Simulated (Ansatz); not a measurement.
# CH9OSbSi2: the cost of one run

Method: RHF/def2-SVP, in Ansatz 0.2.0.

**1. The system as given**

Bond lengths: O1–Si2 1.666 Å, Si2–C3 1.876 Å, C3–Si4 1.971 Å, C3–Sb5 2.146 Å, O1–H6 1.060 Å, Si2–H7 1.478 Å, Si2–H8 1.499 Å, C3–H9 1.049 Å, Si4–H10 1.449 Å, Si4–H11 1.462 Å, Si4–H12 1.439 Å, Sb5–H13 1.799 Å, Sb5–H14 1.719 Å. Angles (14 of 22 angles, heavy atoms first): O1–Si2–C3 109.8°, Si2–C3–Si4 108.0°, Si2–C3–Sb5 110.6°, Si4–C3–Sb5 108.2°, O1–Si2–H7 108.7°, O1–Si2–H8 111.7°, C3–Si2–H7 109.5°, C3–Si2–H8 109.0°, Si2–O1–H6 105.0°, Si2–C3–H9 108.7°, Si4–C3–H9 109.7°, Sb5–C3–H9 111.6°, C3–Si4–H10 107.6°, C3–Si4–H11 105.9°.

As a file:

```xyz
14

O    -2.1008   -0.6157    1.6084
Si   -0.4504   -0.5935    1.3785
C    -0.0647   -0.1895   -0.4120
Si    1.8881   -0.2983   -0.6540
Sb   -0.6883    1.8079   -0.8871
H    -2.3816    0.4044    1.6742
H     0.0928   -1.9268    1.7120
H     0.2179    0.4177    2.2611
H    -0.5372   -0.8974   -1.0252
H     2.4961    0.6501    0.2579
H     2.2561   -1.6728   -0.3183
H     2.1540    0.0133   -2.0336
H    -2.4195    1.3227   -0.9598
H    -0.4754    1.5489   -2.5734
```

**2. Relaxing end A**

input.yaml reads:

```yaml
crystal:
  periodic: [false, false, false]
  atoms:
    - { symbol: O, position_ang: [-2.1008, -0.6157, 1.6084] }
    - { symbol: Si, position_ang: [-0.4504, -0.5935, 1.3785] }
    - { symbol: C, position_ang: [-0.0647, -0.1895, -0.412] }
    - { symbol: Si, position_ang: [1.8881, -0.2983, -0.654] }
    - { symbol: Sb, position_ang: [-0.6883, 1.8079, -0.8871] }
    - { symbol: H, position_ang: [-2.3816, 0.4044, 1.6742] }
    - { symbol: H, position_ang: [0.0928, -1.9268, 1.712] }
    - { symbol: H, position_ang: [0.2179, 0.4177, 2.2611] }
    - { symbol: H, position_ang: [-0.5372, -0.8974, -1.0252] }
    - { symbol: H, position_ang: [2.4961, 0.6501, 0.2579] }
    - { symbol: H, position_ang: [2.2561, -1.6728, -0.3183] }
    - { symbol: H, position_ang: [2.154, 0.0133, -2.0336] }
    - { symbol: H, position_ang: [-2.4195, 1.3227, -0.9598] }
    - { symbol: H, position_ang: [-0.4754, 1.5489, -2.5734] }
basis:
  gaussian: { orbitals: def2-SVP }
hamiltonian:
  xc: hf
relax:
  f_tol: 0.015
  max_steps: 40
```

On the command line:

```bash
> ansatz run input.yaml --threads 2 --pin off --max-ram 3072MiB --backend cpu --events-out ev --progress --plain --runs-dir out
```

What time and memory should one allow on 2 threads of AMD EPYC 7R43 (Zen 3), shared host?

About 2.3 min, with a peak of 0.37 GiB.
